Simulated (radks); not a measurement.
# Ionisation of Ir: one atom, several choices of functional

The task here is to estimate one member of a computed series from the others.

The numbers are computed with radks (a radial shooting solver on a logarithmic mesh, Libxc functionals) version 1 (Dirac Kohn-Sham, spin-unpolarised, spherical densities, point nucleus; open shells are shared between the two j in proportion to 2j + 1), except any that are marked as measured or tabulated.

**Starting point**

```
element       : iridium (Z = 77)
charge        : 0
electrons     : 77
configuration : [Xe] 4f14 5d7 6s2
ion           : Ir⁺, [Xe] 4f14 5d7 6s1
choices       : LDA (Slater exchange, Perdew-Wang correlation); OLYP; HCTH/407; exchange-only LDA; LDA (Slater exchange, VWN5 correlation)
```

Outer shells as boxes (Hund's rule):

Ir
```
[Xe] core
4f [↑↓][↑↓][↑↓][↑↓][↑↓][↑↓][↑↓]
5d [↑↓][↑↓][↑ ][↑ ][↑ ]
6s [↑↓]
```

Ir⁺
```
[Xe] core
4f [↑↓][↑↓][↑↓][↑↓][↑↓][↑↓][↑↓]
5d [↑↓][↑↓][↑ ][↑ ][↑ ]
6s [↑ ]
```

The first run:

Settings of this run:

```text
Z 77
configuration [Xe] 4f14 5d7 6s2
relativity Dirac
functional lda,pw
spin unpolarised
j_filling average
nucleus point
c 137.035999084
```

Steps of the session up to this table: LDA (Slater exchange, Perdew-Wang correlation): Ir; LDA (Slater exchange, Perdew-Wang correlation): Ir⁺; OLYP: Ir; OLYP: Ir⁺; HCTH/407: Ir; HCTH/407: Ir⁺; exchange-only LDA: Ir; exchange-only LDA: Ir⁺; LDA (Slater exchange, VWN5 correlation): Ir; LDA (Slater exchange, VWN5 correlation): Ir⁺.

One of the session's tables, all rows but one given; the rest of the session is left out.

| functional | Δ-SCF (eV) | −ε(HOMO) (eV) | <r> HOMO (bohr) |
| --- | --- | --- | --- |
| LDA (Slater exchange, Perdew-Wang correlation) | 10.184 | 6.590 | 2.883 |
| OLYP | ? | ? | ? |
| HCTH/407 | 9.902 | 6.365 | 2.913 |
| exchange-only LDA | 9.099 | 5.550 | 2.933 |
| LDA (Slater exchange, VWN5 correlation) | 10.184 | 6.590 | 2.883 |

**Question.** Estimate the row for OLYP.

The run gave: Δ-SCF (eV): 9.557; −ε(HOMO) (eV): 6.031; <r> HOMO (bohr): 2.915. In the column «Δ-SCF (eV)» it lies between exchange-only LDA (9.099) and HCTH/407 (9.902).

Spin polarisation and multiplet splitting are left out, so open shells lie too high by an amount that depends on their filling. Sharing an open shell by 2j + 1 raises it above the true ground level by a part of the spin-orbit splitting, which enters the differences from NIST.
